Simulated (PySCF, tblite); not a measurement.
**C₄H₁₁ClO₂Si₂: geometry, infrared bands and NMR shifts**

What infrared bands and NMR shifts should C₄H₁₁ClO₂Si₂ (`CCO[C@@H]1C[SiH2]O[Si@H]1Cl`) show?

Computed with tblite 0.8.0 and PySCF 2.14.0, with density-fitted response routines of our own, on a single molecule in the gas phase. Atoms are numbered from 0 throughout.

## (1) The starting structure

20 atoms, charge 0, multiplicity 1; geometry from: force field or distance geometry start.

Bonds of the start (Å): C0–C1 1.52, C1–O2 1.40, O2–C3 1.40, C3–C4 1.53, C4–Si5 1.86, Si5–O6 1.72, O6–Si7 1.75, Si7–Cl8 2.11, Si7–C3 1.85, C0–H9 1.11, C0–H10 1.11, C0–H11 1.10, C1–H12 1.15, C1–H13 1.11, C3–H14 1.11, C4–H15 1.13, C4–H16 1.11, Si5–H17 1.45, Si5–H18 1.45, Si7–H19 1.44.

## (2) Geometry optimisation with GFN2-xTB

Job settings and geometry (Å):

```
{"job": {"kind": "relax", "xc": "GFN2-xTB", "basis": "xTB"}, "charge": 0, "multiplicity": 1}
C      3.177900    -0.055700    -0.804000
C      1.911800     0.297000    -0.046900
O      0.762200    -0.180200    -0.681600
C     -0.296000     0.230100     0.137200
C     -1.002000    -1.054200     0.586200
Si    -2.738000    -0.966600    -0.085200
O     -2.503700     0.023500    -1.475500
Si    -1.559000     1.276100    -0.709000
Cl    -2.871100     2.134100     0.699400
H      3.019600    -0.951600    -1.441200
H      3.949700    -0.265100    -0.041400
H      3.513300     0.832000    -1.363700
H      1.911900    -0.245400     0.964000
H      1.863700     1.396500     0.121800
H      0.119600     0.768400     1.014900
H     -0.976500    -1.075200     1.715900
H     -0.425500    -1.919200     0.193600
H     -3.542400    -0.201400     0.845000
H     -3.294600    -2.271100    -0.402000
H     -1.026000     2.238700    -1.640000
```

Started as:

```console
> OMP_NUM_THREADS=1 python probes_run.py task.json out
```

The driver reads the jobs from task.json and runs them one after another.

**Question.** This job is followed by: GFN2-xTB harmonic vibrations, gas phase; GIAO PBE0/pcSseg-1 NMR shielding, non-relativistic, gas phase. Predict these results of the whole session: strongest single infrared mode (GFN2-xTB); zero-point energy (GFN2-xTB); 13C shifts against TMS (PBE0/pcSseg-1); 1H shifts against TMS (PBE0/pcSseg-1, means over atoms taken as alike); 17O shifts against H2O (PBE0/pcSseg-1); 29Si shifts against TMS (PBE0/pcSseg-1); 35Cl shifts against HCl (PBE0/pcSseg-1); surface potential, 1st and 99th percentile.

**Answer**, as computed:

| quantity | value |
| --- | --- |
| strongest single infrared mode (GFN2-xTB) | 660 cm⁻¹, 447 km/mol |
| zero-point energy (GFN2-xTB) | 91.0 kcal/mol |
| 13C shifts against TMS (PBE0/pcSseg-1) | 79.4, 71.4, 19.3, 18.2 ppm |
| 1H shifts against TMS (PBE0/pcSseg-1, means over atoms taken as alike) | 5.30, 5.29, 5.22, 3.94, 3.72, 3.12, 1.83, 1.28, 1.26 ppm |
| 17O shifts against H2O (PBE0/pcSseg-1) | 74.8, 61.0 ppm |
| 29Si shifts against TMS (PBE0/pcSseg-1) | 5.5, -5.9 ppm |
| 35Cl shifts against HCl (PBE0/pcSseg-1) | 33 ppm |
| surface potential, 1st and 99th percentile | -1.21 V and 1.32 V |

**Reading.** The optimisation took 162 steps and gained 1.673 eV; among the close pairs (by a distance rule), O6–Si7 changed most, from 1.746 to 1.631 Å. All 54 modes are real, so the xTB geometry is a minimum. The strongest single mode, at 660 cm⁻¹, moves mainly H19. Unscaled tight-binding wavenumbers are off by several per cent, some by more. Its intensities can rank the bands wrongly. C3 (sp3 CH bonded to O and Si) lies farthest downfield among carbon, at 79.4 ppm; deshielded by the electronegative neighbour. At PBE0/pcSseg-1: The widest tensor belongs to Cl8: span 215 ppm, with a paramagnetic part of -232 ppm.
